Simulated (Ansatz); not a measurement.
# SiO2, space group P4_2/mnm: a convergence test of the plane-wave cutoff

Program: the Ansatz DFT code, driven from Python.

Contents of `sio2.vasp`:
```text
SiO2
1.0
   4.17730000    0.00000000    0.00000000
   0.00000000    4.17730000    0.00000000
   0.00000000    0.00000000    2.66520000
Si O
2 4
Direct
   0.00000000    0.00000000    0.00000000
   0.50000000    0.50000000    0.50000000
   0.30590000    0.30590000    0.00000000
   0.19410000    0.80590000    0.50000000
   0.69410000    0.69410000    0.00000000
   0.80590000    0.19410000    0.50000000
```

Run as a notebook:

In [1]:
```python
import ansatz as az
from ase.io import read
```

In [2]:
```python
KGRID = (6, 6, 8)
FILLING = "Fixed"
```

In [3]:
```python
atoms = read("sio2.vasp", format="vasp")
xtal = az.Crystal.from_ase(atoms)
```

In [4]:
```python
calc = xtal.calculation()
calc = calc.functional(az.Functional.PBE)
calc = calc.kpoints(*KGRID)
calc = calc.occupations(FILLING)

rows = []
for value in [300, 375, 450, 525, 600, 675]:
    data = calc.basis(value).run(threads=1).report
    rows.append((value, data["free_energy_ev"] / len(data["lattice"]["sites"]), data["n_iterations"], data["n_pw"]))
```
```text
DeckWarning: basis.ecutwfc = 300 eV is below the records' recommended 420 eV, and the density's cutoff is lower with it unless basis.ecutrho_ratio is high enough to keep the records' density cutoff: compare with a run at a higher cutoff
DeckWarning: basis.ecutwfc = 375 eV is below the records' recommended 420 eV, and the density's cutoff is lower with it unless basis.ecutrho_ratio is high enough to keep the records' density cutoff: compare with a run at a higher cutoff
```

In [5]:
```python
print(" cutoff (eV)   F/atom (eV)    iterations   plane waves")
for row in rows:
    print(f"{str(row[0]):>12s}  {row[1]:12.5f}  {row[2]:12d}  {row[3]:12d}")
```
```text
 cutoff (eV)   F/atom (eV)    iterations   plane waves
         300    -590.88127             6           523
         375    -591.13847             6           777
         450    -591.16308             6          1009
         525    -591.16375             6          1257
         600    -591.16419             6          1551
         675    -591.16442             6          1859
```

In [6]:
```python
# the last row is the reference
for row in rows[:-1]:
    shift = 1000 * (row[1] - rows[-1][1])
    print(f"{row[0]}: {shift:+.2f} meV/atom" + ("  (within 1 meV)" if abs(shift) < 1 else ""))
```
```text
300: +283.15 meV/atom
375: +25.95 meV/atom
450: +1.34 meV/atom
525: +0.68 meV/atom  (within 1 meV)
600: +0.24 meV/atom  (within 1 meV)
```

From 525 eV on it stays within 1 meV an atom of the value at 675 eV; the first row (300 eV) is off by 283.2 meV and the last but one by 0.24 meV. The energy falls steadily, as expected when plane waves are added.

This is a high-temperature or high-pressure form, not the ambient phase. The starting cell is as deposited in a crystallographic database; the results hold for this polymorph, which needn't be the stable one. Warnings are shown shortened and without file and line. Shifts are counted from the last row, which is itself no proven limit. Wall time of the script: 12 s on 1 thread of Intel(R) Xeon(R) Processor @ 2.30GHz (shared host), peak memory 0.59 GiB.
